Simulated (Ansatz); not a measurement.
Task: a polarisability from point charges of BrI, with the Python package of Ansatz (0.2.0). Give the script and its output. Level of theory (for the species named): PBE, def2-SVPD basis, multiplicity 1.

| atom | x (Å) | y (Å) | z (Å) |
| --- | --- | --- | --- |
| I | 0.0000 | 0.0000 | 0.0000 |
| Br | 0.0000 | 0.0000 | 2.4250 |

`bri_field.py`:
```python
import ansatz as az
import numpy as np

GEOMETRY = """
I     0.00000    0.00000    0.00000
Br    0.00000    0.00000    2.42500
"""


def main() -> None:
    geometry = az.Crystal.molecule()
    for line in GEOMETRY.strip().splitlines():
        symbol, *xyz = line.split()
        geometry = geometry.atom(symbol, [float(v) for v in xyz])

    calc = (
        geometry.calculation()
        .basis(gaussian="def2-SVPD")
        .functional("pbe")
        .forces()
    )
    centre = np.mean([site.position_ang for site in geometry.cartesian_sites], axis=0)
    field = 2 * 14.399645 * 4.0 / 40.0 ** 2


    def dipole(axis, sign):
        arm = 40.0 * np.eye(3)[axis]
        pair = [{"charge": sign * 4.0, "position_ang": (centre - arm).tolist()}, {"charge": -sign * 4.0, "position_ang": (centre + arm).tolist()}]
        deck = calc.input().set(az.key.basis.gaussian.point_charges, pair)
        return np.array(az.Session.from_dict(deck).plan().execute().report["charge_distribution"]["dipole_moment_e_ang"])


    print(f"field {field:.4f} V/A")
    alpha = np.array([(dipole(axis, 1) - dipole(axis, -1)) / (2 * field) * 14.399645 for axis in range(3)])
    print("polarisability tensor (A^3)")
    print(np.array2string(alpha, precision=3, suppress_small=True))
    print(f"mean {np.trace(alpha) / 3:.3f} A^3 = {np.trace(alpha) / 3 / 0.14818471:.2f} bohr^3")


if __name__ == "__main__":
    main()
```

```console
$ python bri_field.py
field 0.0720 V/A
polarisability tensor (A^3)
[[ 7.12   0.    -0.   ]
 [ 0.     7.12  -0.   ]
 [ 0.     0.    11.304]]
mean 8.515 A^3 = 57.46 bohr^3
```

What to keep in mind:
- The geometry is a force-field or estimated start, not a minimum of this method, and the basis set is short of its limit. The field of two point charges is only nearly even.
- def2 sets replace the cores of elements past krypton by effective core potentials.
- The spin state was assumed, and another may lie lower.
- Finished in 7.6 s on 1 thread of Intel(R) Xeon(R) 6975P-C (Granite Rapids), with other jobs on the host, peak memory 0.19 GiB.

(Lines on the test bed's own set-up are left out of the output.)
